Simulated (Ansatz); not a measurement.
# CH6Si + SiH4: a complex and its separated parts, part 1 of 3

The complex below is one end of an elementary step. How strongly is it bound against its free parts?

The runs use Ansatz 0.2.0, Gaussian basis; PBE0-D4/def2-TZVP structures, single points in def2-TZVPP, no counterpoise correction.

Levels: SPW92, PBE-D4, BLYP-D4, r2SCAN-D4, B97M-V, PBE0-D4, B3LYP-D4, r2SCAN0-D4, BHLYP-D4, CAM-B3LYP-D4, wB97X-V, wB97M-V, B2PLYP, PBE-QIDH, RPA on PBE, Hartree-Fock, MP2, CCSD, CCSD(T).

Cores are frozen in the correlated methods. B3LYP uses VWN-RPA correlation. B2PLYP carries no dispersion term here.

94 further runs of the same task are left out: 94 set aside as unsound or not needed. Runs told in other sessions of the task aren't counted.

### Step 1. The system as given

The complex: 13 atoms, charge 0, spin multiplicity 1.

Atoms are counted from 1 here; the program's logs count them from 0.

Bond lengths: Si1–H2 1.488 Å, Si1–H3 1.488 Å, Si1–H4 1.489 Å, Si1–C5 1.871 Å, C5–H8 1.092 Å, C5–H9 1.092 Å, C5–H10 1.092 Å, H6–Si7 1.485 Å, Si7–H11 1.484 Å, Si7–H12 1.486 Å, Si7–H13 1.484 Å. Angles: H2–Si1–H3 108.4°, H2–Si1–H4 108.1°, H2–Si1–C5 110.8°, H3–Si1–H4 108.1°, H3–Si1–C5 110.8°, H4–Si1–C5 110.5°, Si1–C5–H8 110.8°, Si1–C5–H9 110.8°, Si1–C5–H10 110.8°, H8–C5–H9 108.1°, H8–C5–H10 108.1°, H9–C5–H10 108.1°, H6–Si7–H11 109.6°, H6–Si7–H12 109.2°, H6–Si7–H13 109.6°, H11–Si7–H12 109.4°, H11–Si7–H13 109.7°, H12–Si7–H13 109.4°.

As a file:

```
Si   -0.1077   -0.2082    1.0305
H     0.8430   -1.3455    0.9057
H    -1.4608   -0.6826    0.6336
H     0.3103    0.8520    0.0717
C    -0.1228    0.4574    2.7786
H    -0.0340   -1.3066   -2.0359
Si    0.1834   -0.1700   -2.9668
H    -0.4284   -0.3172    3.4854
H     0.8698    0.8092    3.0684
H    -0.8194    1.2937    2.8692
H     1.5162    0.4323   -2.7137
H     0.1242   -0.6656   -4.3663
H    -0.8738    0.8511   -2.7603
```

Its parts: CH6Si holds atoms 1, 2, 3, 4, 5, 8, 9, 10; SiH4 holds atoms 6, 7, 11, 12, 13. Each part counts its atoms afresh in its own runs.

### Step 2. Relaxing CH6Si alone

Contents of relax-a/in.yaml:

```yaml
crystal:
  periodic: [false, false, false]
  atoms:
    - {symbol: Si, position_ang: [-0.107714, -0.208160, 1.030477]}
    - {symbol: H, position_ang: [0.843003, -1.345545, 0.905711]}
    - {symbol: H, position_ang: [-1.460796, -0.682616, 0.633621]}
    - {symbol: H, position_ang: [0.310322, 0.852023, 0.071725]}
    - {symbol: C, position_ang: [-0.122764, 0.457444, 2.778564]}
    - {symbol: H, position_ang: [-0.428439, -0.317196, 3.485391]}
    - {symbol: H, position_ang: [0.869796, 0.809219, 3.068412]}
    - {symbol: H, position_ang: [-0.819447, 1.293714, 2.869217]}
basis:
  gaussian: {orbitals: def2-TZVP}
hamiltonian: {xc: pbe0, dispersion: d4}
relax: {f_tol: 0.005, max_steps: 200}
```

On the command line:

```
ansatz run in.yaml --threads 4 --pin off --events-out ev --progress --plain --max-ram 9574MiB
```

Standard output, shortened:

```text
Functional definition: PBE0
  name "PBE0"
  cite "Adamo & Barone, J. Chem. Phys. 110, 6158 (1999) doi:10.1063/1.478522"
  cite "Perdew, Burke & Ernzerhof, Phys. Rev. Lett. 77, 3865 (1996) doi:10.1103/PhysRevLett.77.3865"
  parent pbe
[...]
712 factors; their error is unknown
[...]
mean field -9008.33105920 eV, -331.0500603594 hartree, gradient 3.8e-5 eV, S^2 0.000000; 0 other end points of the search recorded, 0 dependent functions left out
[...]
reference -9008.33108787 eV, -331.0500614130 hartree; 13, 13 occupied and 91, 91 virtual orbitals, 712 factors
[...]
Atom 0 at    -0.107012    -0.205792     1.029308 Å, force    -0.000002     0.000233     0.000627 eV/Å
Atom 1 at     0.842110    -1.345397     0.907115 Å, force     0.000155    -0.000076     0.000031 eV/Å
Atom 2 at    -1.460189    -0.683447     0.635327 Å, force    -0.000168    -0.000018    -0.000006 eV/Å
Atom 3 at     0.310425     0.851939     0.069395 Å, force    -0.000005     0.000049    -0.000020 eV/Å
Atom 4 at    -0.122876     0.457279     2.778500 Å, force    -0.000004    -0.000331    -0.000758 eV/Å
Atom 5 at    -0.428824    -0.317942     3.484438 Å, force    -0.000029    -0.000047    -0.000026 eV/Å
Atom 6 at     0.869619     0.808565     3.069133 Å, force     0.000098     0.000044     0.000090 eV/Å
Atom 7 at    -0.819292     1.293679     2.869903 Å, force    -0.000044     0.000146     0.000063 eV/Å
Dipole moment:    -0.001469     0.061412     0.161998 e Å
```

Run time: 6.5 s. Hardware: 4 threads of Intel Xeon at 2.50GHz, shared host.

Step by step:

```
step  energy from step 1 (eV)  largest force component (eV/Å)
   1                   0.0000                          0.0465
   2                  -0.0001                          0.0053
   3                  -0.0001                          0.0008
```

Close pairs (by a distance rule), those that changed most:

```
  bond  before (Å)  after (Å)  change (Å)
Si1–H4       1.489      1.488      -0.001
Si1–H2       1.488      1.488      +0.000
Si1–H3       1.488      1.488      +0.000
Si1–C5       1.871      1.871      +0.000
 C5–H6       1.092      1.092      -0.000
 C5–H8       1.092      1.092      -0.000
 C5–H7       1.092      1.092      -0.000
```

### Step 3. Relaxing SiH4 alone

Contents of relax-b/in.yaml:

```yaml
crystal:
  periodic: [false, false, false]
  atoms:
    - {symbol: H, position_ang: [-0.034050, -1.306599, -2.035936]}
    - {symbol: Si, position_ang: [0.183426, -0.170041, -2.966850]}
    - {symbol: H, position_ang: [1.516234, 0.432278, -2.713661]}
    - {symbol: H, position_ang: [0.124217, -0.665569, -4.366330]}
    - {symbol: H, position_ang: [-0.873787, 0.851147, -2.760338]}
basis:
  gaussian: {orbitals: def2-TZVP}
hamiltonian: {xc: pbe0, dispersion: d4}
relax: {f_tol: 0.005, max_steps: 200}
```

On the command line:

```
ansatz run in.yaml --threads 4 --pin off --events-out ev --progress --plain --max-ram 9574MiB
```

Standard output, shortened:

```text
Functional definition: PBE0
  name "PBE0"
  cite "Adamo & Barone, J. Chem. Phys. 110, 6158 (1999) doi:10.1063/1.478522"
  cite "Perdew, Burke & Ernzerhof, Phys. Rev. Lett. 77, 3865 (1996) doi:10.1103/PhysRevLett.77.3865"
  parent pbe
[...]
444 factors; their error is unknown
[...]
mean field -7939.08532622 eV, -291.7560044333 hartree, gradient 6.7e-5 eV, S^2 0.000000; 0 other end points of the search recorded, 0 dependent functions left out
[...]
Atom 1 at     0.183207    -0.171762    -2.968628 Å, force     0.000003     0.000018     0.000001 eV/Å
Atom 2 at     1.514877     0.432376    -2.712700 Å, force     0.003476     0.001546     0.000639 eV/Å
Atom 3 at     0.124198    -0.665051    -4.367565 Å, force    -0.000152    -0.001263    -0.003526 eV/Å
Atom 4 at    -0.872496     0.850782    -2.759534 Å, force    -0.002766     0.002642     0.000516 eV/Å
Dipole moment:    -0.000001    -0.000005    -0.000005 e Å
```

Wall time 2 s (4 threads of Intel Xeon at 2.50GHz, shared host).

Step by step:

```
step  energy from step 1 (eV)  largest force component (eV/Å)
   1                   0.0000                          0.0374
   2                  -0.0001                          0.0074
   3                  -0.0001                          0.0035
```

Close pairs (by a distance rule), those that changed most:

```
  bond  before (Å)  after (Å)  change (Å)
Si2–H4       1.486      1.485      -0.001
H1–Si2       1.485      1.485      -0.001
Si2–H5       1.484      1.485      +0.000
Si2–H3       1.484      1.485      +0.000
```

### Step 4. SPW92/def2-TZVPP

Contents of parta/in.yaml:

```yaml
crystal:
  periodic: [false, false, false]
  atoms:
    - {symbol: Si, position_ang: [-0.107012, -0.205792, 1.029308]}
    - {symbol: H, position_ang: [0.842110, -1.345397, 0.907115]}
    - {symbol: H, position_ang: [-1.460189, -0.683447, 0.635327]}
    - {symbol: H, position_ang: [0.310425, 0.851939, 0.069395]}
    - {symbol: C, position_ang: [-0.122876, 0.457279, 2.778500]}
    - {symbol: H, position_ang: [-0.428824, -0.317942, 3.484438]}
    - {symbol: H, position_ang: [0.869619, 0.808565, 3.069133]}
    - {symbol: H, position_ang: [-0.819292, 1.293679, 2.869903]}
basis:
  gaussian: {orbitals: def2-TZVPP}
hamiltonian: {xc: lda}
```

Contents of partb/in.yaml:

```yaml
crystal:
  periodic: [false, false, false]
  atoms:
    - {symbol: H, position_ang: [-0.033746, -1.305129, -2.034689]}
    - {symbol: Si, position_ang: [0.183207, -0.171762, -2.968628]}
    - {symbol: H, position_ang: [1.514877, 0.432376, -2.712700]}
    - {symbol: H, position_ang: [0.124198, -0.665051, -4.367565]}
    - {symbol: H, position_ang: [-0.872496, 0.850782, -2.759534]}
basis:
  gaussian: {orbitals: def2-TZVPP}
hamiltonian: {xc: lda}
```

One command serves all of them, each in its own folder.

On the command line:

```
ansatz run in.yaml --threads 4 --pin off --events-out ev --progress --plain --max-ram 9574MiB
```

Log of parta, shortened:

```text
Functional definition: SPW92
  name "SPW92"
  cite "Dirac, Proc. Camb. Phil. Soc. 26, 376 (1930) doi:10.1017/S0305004100016108"
  cite "Slater, Phys. Rev. 81, 385 (1951) doi:10.1103/PhysRev.81.385"
  cite "Perdew & Wang, Phys. Rev. B 45, 13244 (1992) doi:10.1103/PhysRevB.45.13244"
[...]
822 factors; their error is unknown
[...]
mean field -8969.93096563 eV, -329.6388829493 hartree, gradient 2.4e-5 eV, S^2 0.000000; 0 other end points of the search recorded, 0 dependent functions left out
reference -8969.93100184 eV, -329.6388842799 hartree; 13, 13 occupied and 144, 144 virtual orbitals, 822 factors
Total energy: -8969.93100184 eV, -329.6388842799 hartree
```

Output in partb, shortened:

```text
Functional definition: SPW92
  name "SPW92"
  cite "Dirac, Proc. Camb. Phil. Soc. 26, 376 (1930) doi:10.1017/S0305004100016108"
  cite "Slater, Phys. Rev. 81, 385 (1951) doi:10.1103/PhysRev.81.385"
  cite "Perdew & Wang, Phys. Rev. B 45, 13244 (1992) doi:10.1103/PhysRevB.45.13244"
[...]
524 factors; their error is unknown
[...]
mean field -7909.52592388 eV, -290.6697164334 hartree, gradient 1.5e-5 eV, S^2 0.000000; 0 other end points of the search recorded, 0 dependent functions left out
reference -7909.52595597 eV, -290.6697176126 hartree; 9, 9 occupied and 89, 89 virtual orbitals, 524 factors
Total energy: -7909.52595597 eV, -290.6697176126 hartree
```

They took 1 s (parta), 0.5 s (partb) on 4 threads of Intel Xeon at 2.50GHz, shared host.

### Step 5. PBE-D4/def2-TZVPP

Each input of step 4 (parta, partb) changes in the same lines:

```diff
-hamiltonian: {xc: lda}
+hamiltonian: {xc: pbe, dispersion: d4}
```

Each run has its own folder and the same command.

On the command line:

```
ansatz run in.yaml --threads 4 --pin off --events-out ev --progress --plain --max-ram 9574MiB
```

Output in parta, shortened:

```text
Functional definition: PBE
  name "PBE"
  cite "Perdew, Burke & Ernzerhof, Phys. Rev. Lett. 77, 3865 (1996) doi:10.1103/PhysRevLett.77.3865"
  parent pbe
[...]
822 factors; their error is unknown
[...]
mean field -9007.20320712 eV, -331.0086125602 hartree, gradient 4.9e-5 eV, S^2 0.000000; 0 other end points of the search recorded, 0 dependent functions left out
reference -9007.20324590 eV, -331.0086139851 hartree; 13, 13 occupied and 144, 144 virtual orbitals, 822 factors
Total energy: -9007.30510493 eV, -331.0123572357 hartree
```

Log of partb, shortened:

```text
Functional definition: PBE
  name "PBE"
  cite "Perdew, Burke & Ernzerhof, Phys. Rev. Lett. 77, 3865 (1996) doi:10.1103/PhysRevLett.77.3865"
  parent pbe
[...]
524 factors; their error is unknown
[...]
mean field -7938.15278475 eV, -291.7217341665 hartree, gradient 2.0e-5 eV, S^2 0.000000; 0 other end points of the search recorded, 0 dependent functions left out
reference -7938.15281905 eV, -291.7217354270 hartree; 9, 9 occupied and 89, 89 virtual orbitals, 524 factors
Total energy: -7938.19515984 eV, -291.7232914222 hartree
```

Wall times: 1.7 s (parta), 0.71 s (partb) on 4 threads of Intel Xeon at 2.50GHz, shared host.

### Step 6. BLYP-D4/def2-TZVPP

Each input of step 5 (parta, partb) changes in the same lines:

```diff
-hamiltonian: {xc: pbe, dispersion: d4}
+hamiltonian: {xc: {name: BLYP}, dispersion: d4}
```

The same command starts each run, in its folder.

On the command line:

```
ansatz run in.yaml --threads 4 --pin off --events-out ev --progress --plain --max-ram 9574MiB
```

parta printed, shortened:

```text
Functional definition: BLYP
  name "BLYP"
  cite "Becke, Phys. Rev. A 38, 3098 (1988) doi:10.1103/PhysRevA.38.3098"
  cite "Lee, Yang & Parr, Phys. Rev. B 37, 785 (1988) doi:10.1103/PhysRevB.37.785"
[...]
822 factors; their error is unknown
[...]
mean field -9012.21960050 eV, -331.1929616163 hartree, gradient 8.3e-5 eV, S^2 0.000000; 0 other end points of the search recorded, 0 dependent functions left out
reference -9012.21993196 eV, -331.1929737974 hartree; 13, 13 occupied and 144, 144 virtual orbitals, 822 factors
Total energy: -9012.45101461 eV, -331.2014659281 hartree
```

Log of partb, shortened:

```text
Functional definition: BLYP
  name "BLYP"
  cite "Becke, Phys. Rev. A 38, 3098 (1988) doi:10.1103/PhysRevA.38.3098"
  cite "Lee, Yang & Parr, Phys. Rev. B 37, 785 (1988) doi:10.1103/PhysRevB.37.785"
[...]
524 factors; their error is unknown
[...]
mean field -7942.32369685 eV, -291.8750123587 hartree, gradient 1.6e-5 eV, S^2 0.000000; 0 other end points of the search recorded, 0 dependent functions left out
reference -7942.32397833 eV, -291.8750227030 hartree; 9, 9 occupied and 89, 89 virtual orbitals, 524 factors
Total energy: -7942.42239413 eV, -291.8786394170 hartree
```

Times: 1.6 s (parta), 0.76 s (partb) on 4 threads of Intel Xeon at 2.50GHz, shared host.

### Step 7. r2SCAN-D4/def2-TZVPP

Each input of step 6 (parta, partb) changes in the same lines:

```diff
-hamiltonian: {xc: {name: BLYP}, dispersion: d4}
+hamiltonian: {xc: r2scan, dispersion: d4}
```

One command serves all of them, each in its own folder.

On the command line:

```
ansatz run in.yaml --threads 4 --pin off --events-out ev --progress --plain --max-ram 9574MiB
```

parta printed, shortened:

```text
Functional definition: r2SCAN
  name "r2SCAN"
  cite "Furness, Kaplan, Ning, Perdew & Sun, J. Phys. Chem. Lett. 11, 8208 (2020) doi:10.1021/acs.jpclett.0c02405"
  cite "Furness, Kaplan, Ning, Perdew & Sun, J. Phys. Chem. Lett. 11, 9248 (2020) doi:10.1021/acs.jpclett.0c03077"
  parent r2scan
[...]
822 factors; their error is unknown
[...]
mean field -9011.68685349 eV, -331.1733835250 hartree, gradient 5.1e-5 eV, S^2 0.000000; 0 other end points of the search recorded, 0 dependent functions left out
reference -9011.68686530 eV, -331.1733839590 hartree; 13, 13 occupied and 144, 144 virtual orbitals, 822 factors
Total energy: -9011.71081173 eV, -331.1742639741 hartree
```

Log of partb, shortened:

```text
Functional definition: r2SCAN
  name "r2SCAN"
  cite "Furness, Kaplan, Ning, Perdew & Sun, J. Phys. Chem. Lett. 11, 8208 (2020) doi:10.1021/acs.jpclett.0c02405"
  cite "Furness, Kaplan, Ning, Perdew & Sun, J. Phys. Chem. Lett. 11, 9248 (2020) doi:10.1021/acs.jpclett.0c03077"
  parent r2scan
[...]
524 factors; their error is unknown
[...]
mean field -7941.75745103 eV, -291.8542032089 hartree, gradient 1.4e-5 eV, S^2 0.000000; 0 other end points of the search recorded, 0 dependent functions left out
reference -7941.75746163 eV, -291.8542035984 hartree; 9, 9 occupied and 89, 89 virtual orbitals, 524 factors
Total energy: -7941.76703080 eV, -291.8545552589 hartree
```

Wall times: 2.7 s (parta), 1.4 s (partb) on 4 threads of Intel Xeon at 2.50GHz, shared host.

### Step 8. B97M-V/def2-TZVPP

Each input of step 7 (parta, partb) changes in the same lines:

```diff
-hamiltonian: {xc: r2scan, dispersion: d4}
+hamiltonian: {xc: {name: B97M-V}}
```

The same command starts each run, in its folder.

On the command line:

```
ansatz run in.yaml --threads 4 --pin off --events-out ev --progress --plain --max-ram 9574MiB
```

parta printed, shortened:

```text
Functional definition: B97M-V
  name "B97M-V"
  cite "Mardirossian & Head-Gordon, J. Chem. Phys. 142, 074111 (2015) doi:10.1063/1.4907719"
  cite "Becke, J. Chem. Phys. 107, 8554 (1997) doi:10.1063/1.475007"
  cite "Vydrov & Van Voorhis, J. Chem. Phys. 133, 244103 (2010) doi:10.1063/1.3521275"
  # Of w^i u^j: cxij and so on, Table III.
[...]
  gx(w, u) = cx00 + cx01*u + cx02*u^2 + (cx10 + cx11*u)*w
[...]
  gos(w, u) = cos00 + cos01*u + cos03*u^3 + cos10*w + cos32*w^3*u^2
[...]
      + integral(e_c_pw_mod_opposite_spin*gos(b97_w_opposite, b97_u_opposite)) + vv10(b, c)
822 factors; their error is unknown
[...]
mean field -9011.24079182 eV, -331.1569910609 hartree, gradient 5.7e-5 eV, S^2 0.000000; 0 other end points of the search recorded, 0 dependent functions left out
reference -9011.24084984 eV, -331.1569931931 hartree; 13, 13 occupied and 144, 144 virtual orbitals, 822 factors
Total energy: -9011.24084984 eV, -331.1569931931 hartree
```

Log of partb, shortened:

```text
Functional definition: B97M-V
  name "B97M-V"
  cite "Mardirossian & Head-Gordon, J. Chem. Phys. 142, 074111 (2015) doi:10.1063/1.4907719"
  cite "Becke, J. Chem. Phys. 107, 8554 (1997) doi:10.1063/1.475007"
  cite "Vydrov & Van Voorhis, J. Chem. Phys. 133, 244103 (2010) doi:10.1063/1.3521275"
  # Of w^i u^j: cxij and so on, Table III.
[...]
  gx(w, u) = cx00 + cx01*u + cx02*u^2 + (cx10 + cx11*u)*w
[...]
  gos(w, u) = cos00 + cos01*u + cos03*u^3 + cos10*w + cos32*w^3*u^2
[...]
      + integral(e_c_pw_mod_opposite_spin*gos(b97_w_opposite, b97_u_opposite)) + vv10(b, c)
524 factors; their error is unknown
[...]
mean field -7940.58588094 eV, -291.8111488021 hartree, gradient 3.7e-5 eV, S^2 0.000000; 0 other end points of the search recorded, 0 dependent functions left out
reference -7940.58593337 eV, -291.8111507289 hartree; 9, 9 occupied and 89, 89 virtual orbitals, 524 factors
Total energy: -7940.58593337 eV, -291.8111507289 hartree
```

Wall times: 4.7 s (parta), 1.9 s (partb) on 4 threads of Intel Xeon at 2.50GHz, shared host.

### Step 9. PBE0-D4/def2-TZVPP

The same edit goes into each in.yaml of step 8 (parta, partb):

```diff
-hamiltonian: {xc: {name: B97M-V}}
+hamiltonian: {xc: pbe0, dispersion: d4}
+output: {orbitals: {seedname: orbitals}}
```

The same command starts each run, in its folder.

On the command line:

```
ansatz run in.yaml --threads 4 --pin off --events-out ev --progress --plain --max-ram 9574MiB
```

Output in parta, shortened:

```text
Functional definition: PBE0
  name "PBE0"
  cite "Adamo & Barone, J. Chem. Phys. 110, 6158 (1999) doi:10.1063/1.478522"
  cite "Perdew, Burke & Ernzerhof, Phys. Rev. Lett. 77, 3865 (1996) doi:10.1103/PhysRevLett.77.3865"
  parent pbe
[...]
825 factors; their error is unknown
[...]
mean field -9008.37248073 eV, -331.0515825726 hartree, gradient 4.3e-5 eV, S^2 0.000000; 0 other end points of the search recorded, 0 dependent functions left out
reference -9008.37250952 eV, -331.0515836306 hartree; 13, 13 occupied and 144, 144 virtual orbitals, 825 factors
Total energy: -9008.45681188 eV, -331.0546816851 hartree
```

partb printed, shortened:

```text
Functional definition: PBE0
  name "PBE0"
  cite "Adamo & Barone, J. Chem. Phys. 110, 6158 (1999) doi:10.1063/1.478522"
  cite "Perdew, Burke & Ernzerhof, Phys. Rev. Lett. 77, 3865 (1996) doi:10.1103/PhysRevLett.77.3865"
  parent pbe
[...]
527 factors; their error is unknown
[...]
mean field -7939.10185605 eV, -291.7566118933 hartree, gradient 5.6e-5 eV, S^2 0.000000; 0 other end points of the search recorded, 0 dependent functions left out
reference -7939.10188194 eV, -291.7566128449 hartree; 9, 9 occupied and 89, 89 virtual orbitals, 527 factors
Total energy: -7939.13646305 eV, -291.7578836771 hartree
```

They took 1.9 s (parta), 0.75 s (partb) on 4 threads of Intel Xeon at 2.50GHz, shared host.

### Step 10. B3LYP-D4/def2-TZVPP

Each input of step 9 (parta, partb) changes in the same lines:

```diff
-hamiltonian: {xc: pbe0, dispersion: d4}
-output: {orbitals: {seedname: orbitals}}
+hamiltonian: {xc: {name: B3LYP}, dispersion: d4}
```

Each run has its own folder and the same command.

On the command line:

```
ansatz run in.yaml --threads 4 --pin off --events-out ev --progress --plain --max-ram 9574MiB
```

Log of parta, shortened:

```text
Functional definition: B3LYP
  name "B3LYP"
  cite "Stephens, Devlin, Chabalowski & Frisch, J. Phys. Chem. 98, 11623 (1994) doi:10.1021/j100096a001"
  cite "Becke, Phys. Rev. A 38, 3098 (1988) doi:10.1103/PhysRevA.38.3098"
  cite "Lee, Yang & Parr, Phys. Rev. B 37, 785 (1988) doi:10.1103/PhysRevB.37.785"
  cite "Vosko, Wilk & Nusair, Can. J. Phys. 58, 1200 (1980) doi:10.1139/p80-159"
[...]
825 factors; their error is unknown
[...]
mean field -9014.09945485 eV, -331.2620449898 hartree, gradient 3.8e-5 eV, S^2 0.000000; 0 other end points of the search recorded, 0 dependent functions left out
reference -9014.09969962 eV, -331.2620539847 hartree; 13, 13 occupied and 144, 144 virtual orbitals, 825 factors
Total energy: -9014.26412882 eV, -331.2680966463 hartree
```

partb printed, shortened:

```text
Functional definition: B3LYP
  name "B3LYP"
  cite "Stephens, Devlin, Chabalowski & Frisch, J. Phys. Chem. 98, 11623 (1994) doi:10.1021/j100096a001"
  cite "Becke, Phys. Rev. A 38, 3098 (1988) doi:10.1103/PhysRevA.38.3098"
  cite "Lee, Yang & Parr, Phys. Rev. B 37, 785 (1988) doi:10.1103/PhysRevB.37.785"
  cite "Vosko, Wilk & Nusair, Can. J. Phys. 58, 1200 (1980) doi:10.1139/p80-159"
[...]
527 factors; their error is unknown
[...]
mean field -7943.47016430 eV, -291.9171442607 hartree, gradient 4.1e-5 eV, S^2 0.000000; 0 other end points of the search recorded, 0 dependent functions left out
reference -7943.47037496 eV, -291.9171520021 hartree; 9, 9 occupied and 89, 89 virtual orbitals, 527 factors
Total energy: -7943.53904053 eV, -291.9196754152 hartree
```

Times: 1.7 s (parta), 0.76 s (partb) on 4 threads of Intel Xeon at 2.50GHz, shared host.

(Continued in part 2 of 3.)
